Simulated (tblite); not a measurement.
# C3H11Ga2NO2: the cost of one run

The runs use tblite 0.8.0 and PySCF 2.14.0, with density-fitted response routines of our own; the level of theory stands in each step. All values are computed, except where a source is named. Atoms count from 0, in the outputs and in this text.

## (1) Starting geometry

19 atoms, charge 0, multiplicity 1; geometry from: force field or distance geometry start.

Bonds of the start (Å): C0–O1 1.40, O1–Ga2 1.85, Ga2–O3 1.84, O3–C4 1.40, O3–Ga5 1.84, Ga5–C6 1.98, C6–N7 1.29, Ga5–O1 1.85, C0–H8 1.11, C0–H9 1.12, C0–H10 1.12, Ga2–H11 1.61, Ga2–H12 1.63, C4–H13 1.10, C4–H14 1.13, C4–H15 1.11, Ga5–H16 1.61, C6–H17 1.08, N7–H18 1.03.

## (2) Relaxing the molecule with GFN2-xTB

The job: settings as JSON, then the geometry in Å.

```
{"job": {"kind": "relax", "xc": "GFN2-xTB", "basis": "xTB"}, "charge": 0, "multiplicity": 1}
C     -0.447000     2.241200    -0.271000
O      0.123700     1.301600     0.588500
Ga    -1.149400     0.093000     1.164700
O     -0.517400    -1.320100     0.165800
C     -1.402000    -1.603100    -0.883700
Ga     0.765200    -0.128400    -0.387600
C      2.554500    -0.667300     0.256600
N      2.740100    -0.911000     1.509400
H      0.352300     2.810000    -0.784600
H     -1.133100     1.806700    -1.042200
H     -1.044100     2.974400     0.324600
H     -1.020200    -0.196200     2.740000
H     -2.647900     0.536500     0.715600
H     -2.291900    -2.130000    -0.501000
H     -1.748300    -0.690400    -1.449500
H     -0.909800    -2.288700    -1.597700
H      0.730800     0.142300    -1.971800
H      3.374600    -0.764400    -0.443100
H      3.660000    -1.196700     1.859900
```

The run is started by

```bash
> OMP_NUM_THREADS=1 python probes_run.py task.json out
```

This one command runs all jobs of the session in turn.

Q: Estimate the wall time and peak memory of this first job on 1 thread of Arm Neoverse N1, shared host.

About 3.1 s, with a peak of 0.18 GiB.
